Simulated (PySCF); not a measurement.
**Sn(SiH3)4: geometry, NMR shifts and electronic excitations**

What NMR shifts and electronic excitations should Sn(SiH3)4 (`[SiH3][Sn]([SiH3])([SiH3])[SiH3]`) show?

The runs use PySCF 2.14.0, with density-fitted response routines of our own; the level of theory stands in each step. All values are computed, except where a source is named. Atoms are numbered from 0 throughout.

### Step 1. Starting geometry

17 atoms, charge 0, multiplicity 1; geometry from: GFN2-xTB. The atoms were then displaced at random by about 0.03 Å, so the start is not that level's minimum.

Bonds of the start (Å): Sn0–Si1 2.54, Sn0–Si5 2.49, Sn0–Si9 2.64, Sn0–Si13 2.54, Si1–H2 1.43, Si1–H3 1.35, Si1–H4 1.45, Si5–H6 1.50, Si5–H7 1.49, Si5–H8 1.39, Si9–H10 1.45, Si9–H11 1.43, Si9–H12 1.52, Si13–H14 1.50, Si13–H15 1.46, Si13–H16 1.39.

### Step 2. Relaxing the molecule at PBE0-D3(BJ)/def2-SVP

Job settings and geometry (Å):

```
{"job": {"xc": "PBE0", "basis": "def2-SVP", "d3": "d3bj", "grid": 1, "maxiter": 40, "shake": 0.03, "kind": "geom"}, "charge": 0, "multiplicity": 1}
Sn     0.055690    -0.059970     0.004390
Si    -0.023520    -0.029460     2.539720
H      0.512370    -1.258920     3.033280
H     -1.261030     0.094160     3.067510
H      0.756370     1.072640     3.064850
Si     2.393810     0.012270    -0.861140
H      3.111490    -1.241200    -0.468400
H      3.221740     1.127380    -0.326660
H      2.453390     0.108330    -2.250590
Si    -1.223720     2.102700    -0.804420
H     -0.580580     3.314110    -0.341060
H     -2.574780     2.150230    -0.334250
H     -1.340680     2.193680    -2.319930
Si    -1.237490    -2.074370    -0.842690
H     -0.481600    -3.316290    -0.454960
H     -1.270330    -2.047950    -2.297260
H     -2.539680    -2.147940    -0.348120
```

Run with:

```console
> OMP_NUM_THREADS=1 python probes_run.py task.json out
```

This one command runs all jobs of the session in turn.

The program printed:

```text
step   0  E = -1378.61331196  max force = 0.065700
step   1  E = -1378.63881090  max force = 0.004222
step   2  E = -1378.63928641  max force = 0.003020
step   3  E = -1378.63943078  max force = 0.000609
step   4  E = -1378.63944210  max force = 0.000464
step   5  E = -1378.63945181  max force = 0.000647
step   6  E = -1378.63945073  max force = 0.000574
step   7  E = -1378.63945425  max force = 0.000263
optimisation converged
```

Wall time 1.8 min (1 thread of Arm Neoverse V2, shared host); peak memory 0.65 GiB.

Relaxation path:

| step | energy from step 0 (eV) | largest force component (eV/Å) |
| --- | --- | --- |
| 0 | 0.0000 | 3.3784 |
| 1 | -0.6939 | 0.2171 |
| 2 | -0.7068 | 0.1553 |
| 3 | -0.7107 | 0.0313 |
| 4 | -0.7110 | 0.0239 |
| 5 | -0.7113 | 0.0333 |
| 6 | -0.7113 | 0.0295 |
| 7 | -0.7114 | 0.0135 |

Close pairs (by a distance rule), those that changed most:

| bond | before (Å) | after (Å) | change (Å) |
| --- | --- | --- | --- |
| Si1–H3 | 1.351 | 1.495 | +0.144 |
| Si5–H8 | 1.394 | 1.496 | +0.102 |
| Si13–H16 | 1.395 | 1.496 | +0.101 |
| Sn0–Si5 | 2.494 | 2.568 | +0.073 |
| Sn0–Si9 | 2.640 | 2.568 | -0.071 |
| Si1–H2 | 1.429 | 1.496 | +0.066 |
| Si9–H11 | 1.431 | 1.495 | +0.064 |
| Si9–H10 | 1.448 | 1.495 | +0.048 |

The end geometry stands in the next job.

| at the end point | value |
| --- | --- |
| rotational constants (GHz, main isotopes) | 0.868, 0.866, 0.858 |
| dipole moment (D) | 0.06 |

### Step 3. Nuclear shieldings: PBE0/def2-TZVP+pcSseg-1

Job settings and geometry (Å):

```
{"job": {"kind": "nmr", "xc": "PBE0", "basis": {"default": "pcSseg-1", "Sn": "def2-TZVP"}}, "charge": 0, "multiplicity": 1}
Sn    -0.019959     0.006350     0.008670
Si     0.002722    -0.055533     2.576982
H      0.628562    -1.325559     3.058676
H     -1.389421     0.026520     3.116095
H      0.790663     1.098874     3.109572
Si     2.403927     0.009658    -0.838128
H      3.093817    -1.253217    -0.429551
H      3.155556     1.168895    -0.265034
H      2.437804     0.109485    -2.330044
Si    -1.215733     2.125783    -0.813003
H     -0.512142     3.344927    -0.308130
H     -2.627813     2.148350    -0.321594
H     -1.226555     2.161006    -2.307869
Si    -1.208599    -2.076280    -0.910347
H     -0.481432    -3.312183    -0.485500
H     -1.248731    -2.031381    -2.404506
H     -2.611215    -2.146295    -0.396020
```

Method: GIAO PBE0/pcSseg-1 Sn:def2-TZVP NMR shielding, scalar relativity only through core potentials, gas phase.

The program printed:

```text
coarse grid: 63344 points
cycle   1  E = -1376.8401089992  dE = -3.515e+01  |g| = 3.004e+00  |ddm| = 3.133e+01
cycle   2  E = -1328.4690341070  dE =  4.837e+01  |g| = 9.911e+00  |ddm| = 5.841e+01
cycle   3  E = -1378.9254604345  dE = -5.046e+01  |g| = 3.635e-01  |ddm| = 5.802e+01
cycle   4  E = -1378.9533941562  dE = -2.793e-02  |g| = 6.868e-02  |ddm| = 7.602e-01
cycle   5  E = -1378.9551621738  dE = -1.768e-03  |g| = 2.813e-02  |ddm| = 1.647e-01
cycle   6  E = -1378.9552718242  dE = -1.097e-04  |g| = 8.548e-03  |ddm| = 4.022e-02
cycle   7  E = -1378.9552881409  dE = -1.632e-05  |g| = 3.433e-03  |ddm| = 1.335e-02
cycle   8  E = -1378.9552910448  dE = -2.904e-06  |g| = 4.862e-04  |ddm| = 4.843e-03
final grid: 126216 points
cycle   9  E = -1378.9553309951  dE = -3.995e-08  |g| = 5.128e-04  |ddm| = 1.955e-03
cycle  10  E = -1378.9553309697  dE =  2.545e-08  |g| = 6.018e-04  |ddm| = 1.540e-03
cycle  11  E = -1378.9553310731  dE = -1.034e-07  |g| = 4.494e-05  |ddm| = 7.858e-04
cycle  12  E = -1378.9553310735  dE = -4.027e-10  |g| = 2.303e-06  |ddm| = 6.487e-05
converged SCF energy = -1378.9553310735

GIAO shielding tensors (ppm)
atom      isotropic    diamagn.    paramagn.     s11        s22        s33       span
  0 Sn         nan         nan         nan        nan        nan        nan        nan
  1 Si     453.174     881.117    -427.944    443.884    444.673    470.964     27.080
  2 H       27.514      29.216      -1.702     23.324     25.140     34.077     10.753
  3 H       27.512      29.196      -1.683     23.317     25.096     34.124     10.807
  4 H       27.512      29.224      -1.712     23.315     25.141     34.080     10.765
  5 Si     453.319     881.166    -427.847    443.703    444.782    471.473     27.770
  6 H       27.521      29.258      -1.737     23.340     25.137     34.087     10.747
  7 H       27.521      29.246      -1.725     23.335     25.112     34.115     10.779
  8 H       27.521      29.240      -1.719     23.341     25.111     34.112     10.771
  9 Si     453.179     881.121    -427.942    443.654    445.272    470.611     26.957
 10 H       27.508      29.206      -1.698     23.316     25.123     34.084     10.768
 11 H       27.507      29.200      -1.692     23.318     25.098     34.105     10.787
 12 H       27.514      29.228      -1.713     23.320     25.138     34.086     10.766
 13 Si     453.219     881.137    -427.918    443.450    445.313    470.894     27.444
 14 H       27.517      29.241      -1.724     23.325     25.140     34.087     10.762
 15 H       27.518      29.230      -1.712     23.334     25.131     34.088     10.754
 16 H       27.506      29.198      -1.692     23.316     25.088     34.113     10.797
```

Wall time 40 s (1 thread of Arm Neoverse V2, shared host); peak memory 1.1 GiB.

The references, computed at this level on geometries of the same kind, shield at (ppm): ¹H TMS 31.27, ²⁹Si TMS 352.0. Their shielding less the atom's gives the shift. The references are single molecules in the gas phase. Atoms listed in one row are averaged.

| atoms | environment | σ (ppm) | δ (ppm) |
| --- | --- | --- | --- |
| H2, H3, H4, H6, H7 and 7 more | hydrogen on a silicon bonded to Sn | 27.51 | 3.75 |
| Si1, Si5, Si9, Si13 | silicon bonded to Sn, 3 H | 453.2 | -101.2 |

Atoms past Kr carry core potentials, so their printed shieldings have no meaning and are left out of the table.

Charges from the same density, by scheme (e):

| atoms | Mulliken | ESP fit |
| --- | --- | --- |
| Sn0 | -0.44 | 0.04 |
| Si1, Si5, Si9, Si13 | 0.29 | 0.17 |

Mayer bond orders: Sn0–Si1 0.88, Sn0–Si5 0.88, Sn0–Si9 0.88, Sn0–Si13 0.88.

With diffuse functions Mulliken charges and Mayer bond orders lose their meaning; the other schemes are steadier.

The fields below are evaluated on a grid from the run's orbitals.

Frontier orbitals at PBE0/def2-TZVP+pcSseg-1, with the share of their density that lies nearest to each atom:

| orbital | energy (eV) | lies on |
| --- | --- | --- |
| HOMO | -7.66 | Sn0 30 %; Si5 26 %; Si13 8 % |
| LUMO | -0.46 | Sn0 20 %; Si1, Si9, Si13 about 8 % each |

ELF in a plane through or near 5 of the atoms.

Ten even steps from ' ' (0.00) to '@' (1.00):
```
                                                        
                                                        
                      ::++++::                          
                    **@@@@@@%%::....--==..              
                  ::@@@@@@@@@@**==%%@@@@%%++            
                    **@@@@@@==....@@@@@@@@##..          
                      ::**++::****==@@@@##--            
          ::::..      ..==**--....::--::                
      ::%%@@@@@@--    ..==##%%%%##--..                  
      %%@@@@@@@@%%====++==----====..                    
      ##@@@@@@@@--..==%%**--::----::..                  
      ..==####::**##::####==----========--..            
          ::==--..::  ====::..::==##@@@@@@**..          
          --##%%%%++--::..    ..==@@@@@@@@@@--          
          --##%%%%++::          ::##@@@@@@%%::          
          ..--====..              ..==++==::            
                                                        
                                                        
                                                        
                                                        
```
The map spans 11.6 Å across and 11.5 Å up, centred on the molecule. Atoms in the plane (x, y in Å): Si1 (-2.1, -1.0), H2 (-3.2, 0.0), H11 (2.3, -2.1), Si13 (0.7, 2.1), H14 (-0.4, 3.1).

On the surface of density 0.002 e/bohr³ the electrostatic potential runs, from the 1st to the 99th percentile, from 0.07 to 0.99 V.

### Step 4. Excited states and response: wB97X-D/def2-SVPD

Settings changed since step 3:

```diff
@@ -1,2 +1,2 @@
-{"job": {"kind": "nmr", "xc": "PBE0", "basis": {"default": "pcSseg-1", "Sn": "def2-TZVP"}}, "charge": 0, "multiplicity": 1}
+{"job": {"kind": "uv", "xc": "wB97X-D", "basis": "def2-SVPD", "ip": false, "nstates": 10}, "charge": 0, "multiplicity": 1}
 Sn    -0.019959     0.006350     0.008670
```

Method: TDDFT wB97X-D/def2-SVPD, vertical, gas phase, core orbitals frozen in the response.

The program printed:

```text
coarse grid: 63344 points
cycle   1  E = -1377.1894567380  dE = -2.178e+01  |g| = 2.760e+00  |ddm| = 1.453e+01
cycle   2  E = -1375.4525527669  dE =  1.737e+00  |g| = 4.472e+00  |ddm| = 3.253e+01
cycle   3  E = -1379.1548751720  dE = -3.702e+00  |g| = 2.486e-01  |ddm| = 2.902e+01
cycle   4  E = -1379.1811832385  dE = -2.631e-02  |g| = 3.661e-02  |ddm| = 1.021e+00
cycle   5  E = -1379.1819806493  dE = -7.974e-04  |g| = 9.880e-03  |ddm| = 1.823e-01
cycle   6  E = -1379.1820682750  dE = -8.763e-05  |g| = 1.781e-03  |ddm| = 4.917e-02
cycle   7  E = -1379.1820706973  dE = -2.422e-06  |g| = 2.669e-04  |ddm| = 1.043e-02
final grid: 126216 points
cycle   8  E = -1379.1793218653  dE = -7.157e-06  |g| = 1.021e-03  |ddm| = 1.722e-02
cycle   9  E = -1379.1793220542  dE = -1.888e-07  |g| = 5.268e-04  |ddm| = 4.447e-03
cycle  10  E = -1379.1793221074  dE = -5.321e-08  |g| = 7.206e-05  |ddm| = 1.529e-03
cycle  11  E = -1379.1793221113  dE = -3.874e-09  |g| = 2.985e-05  |ddm| = 3.859e-04
cycle  12  E = -1379.1793221118  dE = -5.584e-10  |g| = 5.020e-06  |ddm| = 1.061e-04
converged SCF energy = -1379.1793221118

Static polarisability (au): isotropic 174.877, principal 174.226 175.098 175.308

Singlet excitations
state   eV       nm        f      main configurations
  1   6.2945    197.0   0.00013   H-1->L+1 0.24, H-2->L+2 0.19, H-1->L+3 0.17
  2   6.3001    196.8   0.00032   H->L+3 0.39, H-2->L+1 0.32
  3   6.3123    196.4   0.00034   H->L+2 0.21, H-1->L+3 0.17, H-1->L+1 0.16
  4   6.4943    190.9   0.00088   H->L+1 0.25, H-2->L+1 0.24, H->L+2 0.18
  5   6.5104    190.4   0.00182   H-1->L+2 0.33, H-2->L+3 0.25, H->L+3 0.20
  6   6.5440    189.5   0.05962   H->L 0.78
  7   6.5742    188.6   0.06228   H-1->L 0.69
  8   6.5850    188.3   0.07157   H-2->L 0.68, H-2->L+2 0.10
  9   6.6077    187.6   0.00746   H-2->L+3 0.32, H-1->L+2 0.30, H->L+1 0.21
 10   6.7206    184.5   0.17187   H->L+4 0.27, H-2->L+4 0.11, H-1->L 0.09

Triplet excitations (Tamm-Dancoff, eV): 5.6088 5.6141 5.6265 5.7787
```

It took 66 s on 1 thread of Arm Neoverse V2, shared host; peak memory 1.1 GiB.

Frontier orbitals and where they lie:

| orbital | eV | atoms |
| --- | --- | --- |
| HOMO−3 | -11.74 | Si5 20 %, Si13 15 %, H7 14 % |
| HOMO−2 | -9.31 | Sn0 30 %, Si1 21 %, Si9 21 % |
| HOMO−1 | -9.30 | Sn0 30 %, Si13 23 %, Si9 13 % |
| HOMO | -9.28 | Sn0 30 %, Si5 29 %, Si13 10 % |
| LUMO | 1.10 | Si9 14 %, Si1 14 %, Sn0 14 % |
| LUMO+1 | 1.21 | Sn0 21 %, Si5 16 %, Si13 13 % |
| LUMO+2 | 1.23 | Sn0 20 %, Si9 15 %, Si13 12 % |

With each of the 10 states as a Gaussian band of 0.4 eV half-width at 1/e, the curve within the window shown has maxima at 187 nm (ε 15,000) L/(mol cm). Beyond the last state computed it falls off for lack of states. The curve at chosen wavelengths:

```json
{"nm": "177", "ε (L/mol/cm)": "6286"}
{"nm": "179", "ε (L/mol/cm)": "8595"}
{"nm": "180", "ε (L/mol/cm)": "9764"}
{"nm": "182", "ε (L/mol/cm)": "11927"}
{"nm": "184", "ε (L/mol/cm)": "13595"}
{"nm": "185", "ε (L/mol/cm)": "14162"}
{"nm": "187", "ε (L/mol/cm)": "14669"}
{"nm": "188", "ε (L/mol/cm)": "14601"}
{"nm": "190", "ε (L/mol/cm)": "13867"}
{"nm": "192", "ε (L/mol/cm)": "12484"}
{"nm": "193", "ε (L/mol/cm)": "11622"}
{"nm": "195", "ε (L/mol/cm)": "9717"}
{"nm": "197", "ε (L/mol/cm)": "7761"}
{"nm": "198", "ε (L/mol/cm)": "6825"}
{"nm": "200", "ε (L/mol/cm)": "5117"}
{"nm": "202", "ε (L/mol/cm)": "3690"}
{"nm": "203", "ε (L/mol/cm)": "3090"}
{"nm": "205", "ε (L/mol/cm)": "2111"}
{"nm": "207", "ε (L/mol/cm)": "1395"}
{"nm": "208", "ε (L/mol/cm)": "1121"}
{"nm": "210", "ε (L/mol/cm)": "708"}
{"nm": "211", "ε (L/mol/cm)": "556"}
{"nm": "213", "ε (L/mol/cm)": "337"}
{"nm": "215", "ε (L/mol/cm)": "199"}
{"nm": "216", "ε (L/mol/cm)": "151"}
{"nm": "218", "ε (L/mol/cm)": "86"}
```

Leading natural transition orbitals of singlet state 10: the hole lies on Sn0 31 %; Si5 26 %; Si9 12 %; the particle on Sn0 12 %; Si1, Si5, Si9 about 7 % each; 6 H atoms about 6 % each.

Leading natural transition orbitals of singlet state 1: the hole lies on Sn0 31 %; Si13 21 %; Si1 11 %; the particle on Sn0 23 %; Si1, Si13 about 10 % each; H4, H15 about 8 % each.

Ground-state properties from the same run:

| property | computed |
| --- | --- |
| dipole moment (D) | 0.07 |
| polarisability (Å³) | 25.91 |
| HOMO–LUMO gap (eV) | 10.38 |
| −ε(HOMO) (eV) | 9.28 |

### Step 5. Nuclear shieldings: wB97X-D/def2-TZVP+pcSseg-1

Settings changed since step 4:

```diff
@@ -1,2 +1,2 @@
-{"job": {"kind": "uv", "xc": "wB97X-D", "basis": "def2-SVPD", "ip": false, "nstates": 10}, "charge": 0, "multiplicity": 1}
+{"job": {"kind": "nmr", "xc": "wB97X-D", "basis": {"default": "pcSseg-1", "Sn": "def2-TZVP"}, "pop": false}, "charge": 0, "multiplicity": 1}
 Sn    -0.019959     0.006350     0.008670
```

With the program's defaults for keys left out, this is: GIAO wB97X-D/pcSseg-1 Sn:def2-TZVP NMR shielding, scalar relativity only through core potentials, gas phase.

The program printed:

```text
coarse grid: 63344 points
cycle   1  E = -1377.9094158014  dE = -3.583e+01  |g| = 2.679e+00  |ddm| = 3.140e+01
cycle   2  E = -1377.1746977832  dE =  7.347e-01  |g| = 3.851e+00  |ddm| = 7.438e+00
cycle   3  E = -1379.4918222644  dE = -2.317e+00  |g| = 2.143e-01  |ddm| = 3.507e+00
cycle   4  E = -1379.5086948866  dE = -1.687e-02  |g| = 4.332e-02  |ddm| = 6.333e-01
cycle   5  E = -1379.5095653784  dE = -8.705e-04  |g| = 8.055e-03  |ddm| = 9.710e-02
cycle   6  E = -1379.5096260166  dE = -6.064e-05  |g| = 1.286e-03  |ddm| = 4.866e-02
cycle   7  E = -1379.5096275638  dE = -1.547e-06  |g| = 4.354e-04  |ddm| = 5.557e-03
final grid: 126216 points
cycle   8  E = -1379.5069418022  dE = -1.202e-05  |g| = 1.515e-03  |ddm| = 1.686e-02
cycle   9  E = -1379.5069420214  dE = -2.193e-07  |g| = 1.082e-03  |ddm| = 2.702e-03
cycle  10  E = -1379.5069421847  dE = -1.633e-07  |g| = 8.883e-05  |ddm| = 1.318e-03
cycle  11  E = -1379.5069421896  dE = -4.892e-09  |g| = 3.080e-05  |ddm| = 2.672e-04
cycle  12  E = -1379.5069421901  dE = -5.587e-10  |g| = 7.185e-06  |ddm| = 8.728e-05
converged SCF energy = -1379.5069421901

GIAO shielding tensors (ppm)
atom      isotropic    diamagn.    paramagn.     s11        s22        s33       span
  0 Sn         nan         nan         nan        nan        nan        nan        nan
  1 Si     455.370     880.972    -425.603    447.756    448.437    469.915     22.159
  2 H       27.700      29.304      -1.605     23.518     25.355     34.225     10.707
  3 H       27.697      29.280      -1.583     23.509     25.311     34.270     10.761
  4 H       27.697      29.313      -1.616     23.509     25.357     34.226     10.717
  5 Si     455.440     881.032    -425.592    447.449    448.404    470.467     23.018
  6 H       27.706      29.353      -1.647     23.534     25.353     34.232     10.699
  7 H       27.704      29.339      -1.634     23.528     25.326     34.260     10.732
  8 H       27.706      29.333      -1.627     23.534     25.327     34.257     10.723
  9 Si     455.372     880.974    -425.602    447.529    449.035    469.552     22.023
 10 H       27.694      29.292      -1.597     23.511     25.338     34.234     10.724
 11 H       27.691      29.282      -1.591     23.511     25.313     34.250     10.739
 12 H       27.700      29.315      -1.615     23.513     25.353     34.233     10.720
 13 Si     455.401     880.993    -425.592    447.305    449.047    469.851     22.546
 14 H       27.702      29.330      -1.628     23.518     25.355     34.234     10.716
 15 H       27.703      29.317      -1.614     23.528     25.347     34.236     10.708
 16 H       27.692      29.283      -1.591     23.510     25.304     34.260     10.751
```

Wall time 41 s (1 thread of Arm Neoverse V2, shared host); peak memory 1.2 GiB.

This run: δ Si1 -102.5, H2 3.68 ppm (means over like atoms).

### Step 6. Comparing the runs: NMR shifts

Shifts (ppm), means over like atoms, with basis size and wall time:

| run | H2 | Si1 | functions | time |
| --- | --- | --- | --- | --- |
| PBE0/def2-TZVP+pcSseg-1 | 3.75 | -101.2 | 206 | 40 s |
| wB97X-D/def2-TZVP+pcSseg-1 | 3.68 | -102.5 | 206 | 41 s |

### Step 7. Results

| quantity | value |
| --- | --- |
| rotational constants (main isotopes) | 0.87, 0.87, 0.86 GHz |
| ¹H shifts against TMS (PBE0/def2-TZVP+pcSseg-1, means over atoms taken as alike) | 3.75 ppm |
| ²⁹Si shifts against TMS (PBE0/def2-TZVP+pcSseg-1, means over atoms taken as alike) | -101.2 ppm |
| surface potential, 1st and 99th percentile | 0.07 V and 0.99 V |
| lowest singlet (wB97X-D/def2-SVPD) | 6.29 eV (197 nm), f = 0.000 |
| brightest single state of those computed | state 10, 6.72 eV, f = 0.172 |
| lowest triplet | 5.61 eV |
| range of the shift of Si1 | -102.5 to -101.2 ppm |

In words: The start was shaken at random, so part of the energy gained undoes that. Relaxing lowered the energy by 0.711 eV in 7 steps; the close pair that moved most is Si1–H3, from 1.351 to 1.495 Å. No frequency check was run at this level, so the end point may be a saddle. At PBE0/def2-TZVP+pcSseg-1: The widest tensor belongs to Si1, Si5, Si9, Si13: span 27 ppm, with a paramagnetic part of -428 ppm. The lowest singlet, at 6.29 eV, is HOMO−1→LUMO+1 0.24, HOMO−2→LUMO+2 0.19 and is dark; of the 10 states computed, the strongest absorption comes from state 10 at 6.72 eV (the last computed, so partners may be missing). The lowest triplet lies 0.69 eV below the lowest singlet (triplets in Tamm-Dancoff, singlets in full TDDFT). Spin-orbit coupling, left out, mixes singlets and triplets in elements this heavy. In ppm, Si1 (with its like atoms) moves most: its shift spreads over 1.2 ppm, from -102.5 (wB97X-D/def2-TZVP+pcSseg-1) to -101.2 (PBE0/def2-TZVP+pcSseg-1). Spin-orbit coupling is left out, which matters for shieldings and couplings at and beside the heavy atoms.
